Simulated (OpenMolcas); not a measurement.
# Co²⁺ among point charges: CASSCF levels and susceptibility

Aim: the splitting of the states of Co²⁺ in the field of 6 point charges, its lowest levels with spin-orbit coupling and its magnetic susceptibility.

Program: OpenMolcas 26.06. Level of theory: state-averaged CASSCF, spin-orbit coupling by RASSI with atomic mean-field integrals. These are calculated values, not measurements, unless marked.

1 further run of the same task is left out (it didn't finish).

**1. What is computed**

```
Species                           : Co²⁺ (cobalt, Z = 27, 25 electrons)
Basis                             : ANO-RCC-VDZP [5s4p2d1f], 34 functions
Scalar Hamiltonian                : DKH2, point nucleus
Inactive shells                   : 1s 2s 2p 3s 3p
Active space                      : 7 electrons in 5 orbitals (3d)
Some configurations of this space : 3d7
Orbitals                          : optimised for each spin and parity, averaged over all roots
```

Outer shells as boxes (Hund's rule):

3d7
```
3d [↑↓][↑↓][↑ ][↑ ][↑ ]
```

The ion sits among 6 point charges of -2.2 e arranged as a trigonal antiprism (D3d), 2.08 Å from the ion, with a polar angle of 55.8° against the regular 54.74°. The active orbitals were held to one l.

The work runs as a chain of OpenMolcas steps in one folder; each step below is one input file. Labels, J, g values, rates, χT and fits are worked out afterwards by a script from the matrices that RASSI stores. The input lists half of the charges; inversion (Group=XYZ) makes the rest.

**2. Basis and integrals**

The input, a.inp:

```
&GATEWAY
Coord
1

Co 0.0 0.0 0.0
Basis=ANO-RCC-VDZP
Group=XYZ
NoMove
AngMom=0.0 0.0 0.0
AMFI
XField
3 Angstrom 0
0.000000 1.720946 1.168223 -2.200000
1.490383 -0.860473 1.168223 -2.200000
1.490383 0.860473 -1.168223 -2.200000
&SEWARD
```

On the command line:

```bash
OMP_NUM_THREADS=1 MOLCAS_MEM=1689 MOLCAS_PROJECT=a pymolcas a.inp > a.log
```

**3. Reference wave functions, quartets of even parity, 10 roots**

The input, a.inp:

```
&RASSCF
FileOrb=start.orb
Symmetry=1
Spin=4
nActEl=7 0 0
Inactive=3 6
Ras2=5 0
CIRoot=10 10 1
SDav=10
CIMx=300
Iter=120 100
PrWF=0.3
OrbListing=Nothing
MaxOrb=0
SupSym
1
10 4 5 6 7 8 11 12 13 14 15
0
>>> COPY $Project.JobIph JOB001
```

start.orb holds the contracted functions of the basis, ordered by shell, or the orbitals of the step before.

**4. Reference wave functions, doublets of even parity, 40 roots**

The input, a.inp:

```
&RASSCF
FileOrb=start.orb
Symmetry=1
Spin=2
nActEl=7 0 0
Inactive=3 6
Ras2=5 0
CIRoot=40 40 1
SDav=40
CIMx=300
Iter=120 100
PrWF=0.3
OrbListing=Nothing
MaxOrb=0
SupSym
1
10 4 5 6 7 8 11 12 13 14 15
0
>>> COPY $Project.JobIph JOB002
```

**5. State interaction with spin-orbit coupling**

The input, a.inp:

```
&RASSI
NrOfJobIphs=2 10 40
1 2 3 4 5 6 7 8 9 10
1 2 3 4 5 6 7 8 9 10 11 12 13 14 15 16 17 18 19 20 21 22 23 24 25 26 27
28 29 30 31 32 33 34 35 36 37 38 39 40
IphNames
JOB001
JOB002
EJob
SpinOrbit
DIPRint=1.0
SOCoupling=1000.0
Subsets=2
Property=9
'ANGMOM' 1 'ANGMOM' 2 'ANGMOM' 3 'MLTPL  1' 1 'MLTPL  1' 2 'MLTPL  1' 3
'AMFI' 1 'AMFI' 2 'AMFI' 3
SOProperty=3
'ANGMOM' 1 'ANGMOM' 2 'ANGMOM' 3
```

What does the calculation give? Wanted: spin-free ground state; first state of the same spin within the active space; lowest level; next level.

As calculated:

```
                                            quantity                              value
                                              method                             CASSCF
                              spin-free ground state     4E, 2-fold in its orbital part
first state of the same spin within the active space                     4A2 at 62 cm⁻¹
                                        lowest level  2-fold E1/2, g = 4.39, 4.69, 4.69
                                          next level                         346.9 cm⁻¹
                                         χT at 300 K                     3.85 cm³ K/mol
                           effective moment at 300 K                            5.55 μB
```

In words: The spin-free ground state (4E) comes to 99 % from free-ion F terms and keeps the highest spin of the shell. χT at 300 K is 3.85, against 1.88 cm³ K/mol for the spin alone, so orbital moment adds to it. An active space of the d shell alone favours high spin; real ions in strong fields can be low spin. The field of point charges can differ much from that of real complexes. With metal d orbitals alone active, the gaps between spin states are rough; where two lie within a few thousand cm-1, their order is open. This is an electrostatic model: the charges have no orbitals.
